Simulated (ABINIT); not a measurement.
# BiTe (P1) in ABINIT: convergence with k mesh

Aim: find how far k mesh must go before the results for BiTe settle, at PBE. This setting moves, with any that are tied to it; all else stays.

Program: ABINIT 10.8.3 (patched build). These are calculated values, not measurements. Logs are shortened: lines on timing, memory, paths and dates and some standing lists are left out, and cuts for length are marked. The log counts tension as positive stress, the text compression.

**1. The cell of the first run**

The typed cell holds 2 atoms: a = 4.575 Å, b = 4.575 Å, c = 4.575 Å, α = 60.00°, β = 60.00°, γ = 60.00°.

The cell isn't the ideal one: atoms moved at random, drawn with an rms of 0.05 Å.

**2. With k mesh 1 × 1 × 1**

Contents of run.abi:

```
# Pseudopotentials
pp_dirpath "./"
pseudos "Bi.GGA_PBE-JTH_sp.xml, Te.GGA_PBE-JTH.xml"

# Structure
acell 8.6454608778 8.6454608778 8.6454608778
rprim
     0.0000000000     0.7071067812     0.7071067812
     0.7071067812     0.0000000000     0.7071067812
     0.7071067812     0.7071067812     0.0000000000
ntypat 2
znucl 83 52
natom 2
typat 1 2
xcart
     0.0917662061     0.0413195515    -0.1580890074
     6.0792864918     6.1028775776     6.0421606394
chkprim 0
chksymtnons 0
tolsym 1.0e-6

# Plane-wave basis
ecut 408.170794 eV
pawecutdg 30.0
pawxcdev 0

# k points
kptopt 1
ngkpt 1 1 1
nshiftk 1
shiftk 0.0 0.0 0.0

# Exchange and correlation
ixc 11

# Bands and occupations
nband 10
occopt 7
tsmear 0.00183747

# SCF cycle
nstep 100
tolvrs 1.0e-9

# Output
iomode 3
prtwf 0
prtden 0
prteig 0
prtebands 0
prtvol 2
```

Potentials or basis: JTH PAW PBE v2.0 sp.

Launch:

```console
$ abinit run.abi > log 2>&1
```

run.abo:

```text
.Version 10.8.3 of ABINIT
 Symmetries : space group P1 (#  1); Bravais aP (primitive triclinic)
================================================================================
 Values of the parameters that define the memory need of the present run
     intxc =       0    ionmov =       0      iscf =      17    lmnmax =       8
     lnmax =       4     mgfft =      32  mpssoang =       2    mqgrid =    3001
     natom =       2  nloc_mem =       2    nspden =       1   nspinor =       1
    nsppol =       1      nsym =       1    n1xccc =       1    ntypat =       2
    occopt =       7   xclevel =       2
       mpw =         622          nfft =       32768          nkpt =           1
 PAW method is used; the additional fine FFT grid is defined by:
   mgfftf=        45    nfftf =     91125
================================================================================
================================================================================

--------------------------------------------------------------------------------
------------- Echo of variables that govern the present computation ------------
--------------------------------------------------------------------------------
 -outvars: echo values of preprocessed input variables --------
            acell      8.6454608778E+00  8.6454608778E+00  8.6454608778E+00 Bohr
              amu      2.08980370E+02  1.27600000E+02
          chkprim           0
      chksymtnons           0
             ecut      1.50000000E+01 Hartree
              ixc          11
         kptrlatt        1    0    0      0    1    0      0    0    1
          kptrlen      8.64546088E+00
            natom           2
            nband          10
            ngfft          32      32      32
          ngfftdg          45      45      45
             nkpt           1
            nstep         100
             nsym           1
           ntypat           2
           occopt           7
        pawecutdg      3.00000000E+01 Hartree
         pawxcdev           0
           prtden           0
[... 195 lines left out ...]
Ewald energy        : -1.41075629604645E+01
psp_core            :  5.26902459892719E+00
local_psp           : -4.75918785310098E-01
PAW spherical_terms : -1.88907768327238E+00
internal            : -1.37020943602062E+01
'-kT*entropy'       : -1.91524224866585E-03
total_energy        : -1.37040096024548E+01
total_energy_eV     : -3.72905098411031E+02
...

--- !EnergyTermsDC
iteration_state     : {dtset: 1, }
comment             : '"Double-counting" decomposition of free energy'
band_energy         : -4.51675028122827E+00
Ewald energy        : -1.41075629604645E+01
psp_core            :  5.26902459892719E+00
xc_dc               : -3.46590080173417E+00
PAW spherical_terms :  3.11909776055408E+00
internal            : -1.37020916839457E+01
'-kT*entropy'       : -1.91524224866585E-03
total_energy_dc     : -1.37040069261943E+01
total_energy_dc_eV  : -3.72905025586273E+02
...

--- !EnergyTermsWithPAWCore
iteration_state     : {dtset: 1, }
comment             : 'Components of total free energy, including PAW core contributions'
Total energy        : -2.83252078882732E+04
Total energy DC     : -2.83252078855969E+04
Total energy (eV)   : -7.70768172345509E+05
Total energy DC (eV): -7.70768172272684E+05
...

 Cartesian components of stress tensor (hartree/bohr^3)
  sigma(1 1)= -1.03365389E-03  sigma(3 2)= -6.99988043E-06
  sigma(2 2)= -1.36187777E-03  sigma(3 1)= -1.78343747E-05
  sigma(3 3)= -1.23696174E-03  sigma(2 1)=  1.04935075E-05

-Cartesian components of stress tensor (GPa)         [Pressure=  3.5624E+01 GPa]
- sigma(1 1)= -3.04111474E+01  sigma(3 2)= -2.05943592E-01
- sigma(2 2)= -4.00678274E+01  sigma(3 1)= -5.24705418E-01
- sigma(3 3)= -3.63926708E+01  sigma(2 1)=  3.08729651E-01

== END DATASET(S) ==============================================================
================================================================================

 -outvars: echo values of variables after computation  --------
            acell      8.6454608778E+00  8.6454608778E+00  8.6454608778E+00 Bohr
           etotal     -1.3704006926E+01
            fcart      1.7644125022E-03 -1.9535852108E-04 -2.7595588572E-04
                      -1.7644125022E-03  1.9535852108E-04  2.7595588572E-04
            rprim      0.0000000000E+00  7.0710678120E-01  7.0710678120E-01
                       7.0710678120E-01  0.0000000000E+00  7.0710678120E-01
                       7.0710678120E-01  7.0710678120E-01  0.0000000000E+00
           strten     -1.0336538917E-03 -1.3618777722E-03 -1.2369617379E-03
                      -6.9998804301E-06 -1.7834374674E-05  1.0493507544E-05
           xangst      4.8560584966E-02  2.1865365004E-02 -8.3657099954E-02
                       3.2170198678E+00  3.2295037328E+00  3.1973737128E+00
             xred     -1.7055999998E-02 -8.8040000044E-03  2.3815000004E-02
                       4.9611399999E-01  4.9225499999E-01  5.0218699999E-01
 Calculation completed.
```

It took 4.8 s on 1 thread of Arm Neoverse V1, shared host; peak memory 0.09 GiB.

Results:

```yaml
Free_energy: -372.9050 eV
Pressure: 35.6 GPa
Largest_force: 0.092 eV/Å
Band_gap_on_the_k_mesh: none (metal or under the smearing width)
Valence_electrons_inside_the_program's_atomic_spheres: Bi 3.65; Te 3.32
```

**3. With k mesh 2 × 2 × 2**

run.abi: that of step 2 with these lines changed.

```diff
@@ -28,3 +28,3 @@
 kptopt 1
-ngkpt 1 1 1
+ngkpt 2 2 2
 nshiftk 1
```

Potentials or basis: JTH PAW PBE v2.0 sp.

Launch:

```console
$ abinit run.abi > log 2>&1
```

Run time: 6.4 s. Hardware: 1 thread of Arm Neoverse V1, shared host; peak memory 0.09 GiB.

The run converged. Its results:

- Free energy: -379.8250 eV
- Pressure: 7.0 GPa
- Largest force: 1.389 eV/Å
- Band gap on the k mesh: none (metal or under the smearing width)
- Valence electrons inside the program's atomic spheres: Bi 3.26; Te 3.17

**4. With k mesh 3 × 3 × 3**

run.abi: that of step 3 with these lines changed.

```diff
@@ -28,3 +28,3 @@
 kptopt 1
-ngkpt 2 2 2
+ngkpt 3 3 3
 nshiftk 1
```

Launch:

```console
$ abinit run.abi > log 2>&1
```

It took 7.7 s on 1 thread of Arm Neoverse V1, shared host; peak memory 0.1 GiB.

Results (log left out):

- Free energy: -381.1229 eV
- Pressure: 1.6 GPa
- Largest force: 0.018 eV/Å
- Band gap on the k mesh: none (metal or under the smearing width)
- Valence electrons inside the program's atomic spheres: Bi 3.36; Te 3.08

**5. With k mesh 4 × 4 × 4**

run.abi: that of step 4 with these lines changed.

```diff
@@ -28,3 +28,3 @@
 kptopt 1
-ngkpt 3 3 3
+ngkpt 4 4 4
 nshiftk 1
```

Launch:

```console
$ abinit run.abi > log 2>&1
```

Run time: 13 s. Hardware: 1 thread of Arm Neoverse V1, shared host; peak memory 0.1 GiB.

It converged, with:

| Item | Value |
| --- | --- |
| Free energy | -381.3144 eV |
| Pressure | 0.6 GPa |
| Largest force | 0.333 eV/Å |
| Band gap on the k mesh | none (metal or under the smearing width) |
| Valence electrons inside the program's atomic spheres | Bi 3.40; Te 3.07 |

**6. With k mesh 5 × 5 × 5**

run.abi: that of step 5 with these lines changed.

```diff
@@ -28,3 +28,3 @@
 kptopt 1
-ngkpt 4 4 4
+ngkpt 5 5 5
 nshiftk 1
```

Potentials or basis: JTH PAW PBE v2.0 sp.

Launch:

```console
$ abinit run.abi > log 2>&1
```

Run time: 22 s. Hardware: 1 thread of Arm Neoverse V1, shared host; peak memory 0.11 GiB.

It converged, with:

| Property | Result |
| --- | --- |
| Free energy | -381.2836 eV |
| Pressure | 0.8 GPa |
| Largest force | 0.304 eV/Å |
| Band gap on the k mesh | none (metal or under the smearing width) |
| Valence electrons inside the program's atomic spheres | Bi 3.39; Te 3.07 |

**7. With k mesh 6 × 6 × 6**

run.abi: that of step 6 with these lines changed.

```diff
@@ -28,3 +28,3 @@
 kptopt 1
-ngkpt 5 5 5
+ngkpt 6 6 6
 nshiftk 1
```

Launch:

```console
$ abinit run.abi > log 2>&1
```

Wall time 35 s (1 thread of Arm Neoverse V1, shared host); peak memory 0.13 GiB.

It converged, with:

```yaml
Free_energy: -381.2737 eV
Pressure: 1.1 GPa
Largest_force: 0.260 eV/Å
Band_gap_on_the_k_mesh: none (metal or under the smearing width)
Valence_electrons_inside_the_program's_atomic_spheres: Bi 3.39; Te 3.08
```

**8. With k mesh 7 × 7 × 7**

run.abi: that of step 7 with these lines changed.

```diff
@@ -28,3 +28,3 @@
 kptopt 1
-ngkpt 6 6 6
+ngkpt 7 7 7
 nshiftk 1
@@ -50,2 +50 @@
 prtebands 0
-prtvol 2
```

Launch:

```console
$ abinit run.abi > log 2>&1
```

It took 54 s on 1 thread of Arm Neoverse V1, shared host; peak memory 0.15 GiB.

Results (log left out):

```yaml
Free_energy: -381.2604 eV
Pressure: 1.1 GPa
Largest_force: 0.261 eV/Å
Band_gap_on_the_k_mesh: none (metal or under the smearing width)
Valence_electrons_inside_the_program's_atomic_spheres: Bi 3.39; Te 3.08
```

**9. With k mesh 9 × 9 × 9**

run.abi: that of step 8 with these lines changed.

```diff
@@ -28,3 +28,3 @@
 kptopt 1
-ngkpt 7 7 7
+ngkpt 9 9 9
 nshiftk 1
```

Potentials or basis: JTH PAW PBE v2.0 sp.

Launch:

```console
$ abinit run.abi > log 2>&1
```

Run time: 1.8 min. Hardware: 1 thread of Arm Neoverse V1, shared host; peak memory 0.22 GiB.

The run converged. Its results:

```yaml
Free_energy: -381.2788 eV
Pressure: 0.9 GPa
Largest_force: 0.262 eV/Å
Band_gap_on_the_k_mesh: none (metal or under the smearing width)
Valence_electrons_inside_the_program's_atomic_spheres: Bi 3.39; Te 3.08
```

**10. With k mesh 10 × 10 × 10**

run.abi: that of step 9 with these lines changed.

```diff
@@ -28,3 +28,3 @@
 kptopt 1
-ngkpt 9 9 9
+ngkpt 10 10 10
 nshiftk 1
```

Launch:

```console
$ abinit run.abi > log 2>&1
```

It took 2.5 min on 1 thread of Arm Neoverse V1, shared host; peak memory 0.27 GiB.

The run converged. Its results:

| Quantity | Value |
| --- | --- |
| Free energy | -381.2857 eV |
| Pressure | 0.9 GPa |
| Largest force | 0.233 eV/Å |
| Band gap on the k mesh | none (metal or under the smearing width) |
| Valence electrons inside the program's atomic spheres | Bi 3.39; Te 3.08 |

**11. Summary**

| k mesh | energy less the tightest run, at zero smearing (meV/atom) | pressure (GPa) | largest force (eV/Å) | SCF cycles | CPU time (s) | peak memory (GiB) |
| --- | --- | --- | --- | --- | --- | --- |
| 1 × 1 × 1 | 4202.77 | 35.62 | 0.092 | 16 | 4.8 | 0.09 |
| 2 × 2 × 2 | 737.35 | 6.96 | 1.389 | 15 | 6.4 | 0.09 |
| 3 × 3 × 3 | 84.48 | 1.57 | 0.018 | 10 | 7.7 | 0.1 |
| 4 × 4 × 4 | -13.52 | 0.57 | 0.333 | 9 | 13 | 0.1 |
| 5 × 5 × 5 | 1.68 | 0.83 | 0.304 | 9 | 22 | 0.11 |
| 6 × 6 × 6 | 6.32 | 1.11 | 0.260 | 9 | 35 | 0.13 |
| 7 × 7 × 7 | 13.32 | 1.06 | 0.261 | 9 | 54 | 0.15 |
| 9 × 9 × 9 | 3.51 | 0.87 | 0.262 | 9 | 110 | 0.22 |
| 10 × 10 × 10 | 0.00 | 0.94 | 0.233 | 9 | 150 | 0.27 |

Against the tightest run, the pressure stays within 0.1 GPa from 9 × 9 × 9 on. Not settled before the last step: the energy (to 1 meV/atom), the largest force (to 0.005 eV/Å). Meshes of other sizes hit other points, so gaps and Fermi surfaces needn't settle smoothly. The tightest run that finished is the yardstick and may itself not be fully converged.

Caveats: spin-orbit coupling is left out, which moves the levels of the heavy elements; this set keeps more shells in the core, which shifts pressures and gaps.
